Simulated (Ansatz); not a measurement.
Task: a rigid torsion scan of F2GeH2O, SMILES [OH][GeH]([F])[F], with the Python package of Ansatz (0.2.0). Give the script and its output. Use (for the species named): r2SCAN, def2-SVP basis, multiplicity 1.

```json
{"atom": "O", "x (Å)": "0.2571", "y (Å)": "0.5739", "z (Å)": "-1.2706"}
{"atom": "Ge", "x (Å)": "0.0834", "y (Å)": "-0.2594", "z (Å)": "0.2720"}
{"atom": "F", "x (Å)": "1.2114", "y (Å)": "-1.5757", "z (Å)": "0.2788"}
{"atom": "F", "x (Å)": "-1.4627", "y (Å)": "-0.8880", "z (Å)": "0.4550"}
{"atom": "H", "x (Å)": "-0.4414", "y (Å)": "1.3526", "z (Å)": "-1.2196"}
{"atom": "H", "x (Å)": "0.3943", "y (Å)": "0.7326", "z (Å)": "1.4382"}
```

Script `torsion_f2geh2o.py`:
```python
import ansatz
from ase import Atoms


def main() -> None:
    atoms = Atoms(['O', 'Ge', 'F', 'F', 'H', 'H'], positions=[
        (0.2571, 0.5739, -1.2706),
        (0.0834, -0.2594, 0.272),
        (1.2114, -1.5757, 0.2788),
        (-1.4627, -0.888, 0.455),
        (-0.4414, 1.3526, -1.2196),
        (0.3943, 0.7326, 1.4382),
    ])

    first = ansatz.Crystal.molecule_from_ase(atoms).calculation()
    first = first.basis(gaussian='def2-SVP')
    first = first.functional('r2scan')
    first = first.accuracy('medium')
    first = first.scf(lower_state_search='standard')
    first = first.relax(force_tolerance=0.02, max_steps=80)
    atoms.positions = first.run(threads=1).report['positions_ang']

    start = atoms.get_dihedral(2, 1, 0, 4)
    energies = {}
    for turn in range(0, 360, 40):
        turned = atoms.copy()
        turned.set_dihedral(2, 1, 0, 4, start + turn, indices=[0, 4])
        job = (
            ansatz.Crystal.molecule_from_ase(turned).calculation()
            .basis(gaussian='def2-SVP')
            .functional('r2scan')
            .accuracy('medium')
            .scf(lower_state_search='standard')
        )
        energies[round((start + turn) % 360)] = job.run(threads=1).report['free_energy_ev']
    floor = min(energies.values())
    print('dihedral F2-Ge1-O0-H4 (deg)   E - E(min) (kJ/mol)')
    for angle, e in sorted(energies.items()):
        print(f'{angle:8d} {96.485332 * (e - floor):14.3f}  ' + '#' * int(30 * (e - floor) / max(max(energies.values()) - floor, 1e-9)))


if __name__ == '__main__':
    main()
```

```console
$ python torsion_f2geh2o.py
dihedral F2-Ge1-O0-H4 (deg)   E - E(min) (kJ/mol)
      17          2.767  ######
      57          0.000
      97          3.014  #######
     137          9.232  #####################
     177         12.648  #############################
     217         12.896  ##############################
     257         12.857  #############################
     297         12.503  #############################
     337          8.924  ####################
```

Caveats:
- These settings explore the input space; basis and method may be short of convergence.
- The scan is rigid and the energies are electronic, in a modest basis. With rigid groups the curve can differ much from the relaxed path, the start wasn't checked as a minimum of this torsion, and equivalent turns needn't return to the same energy.
- It ran for 120 s on 1 thread of Arm Neoverse V1 (shared host), peak memory 0.21 GiB.
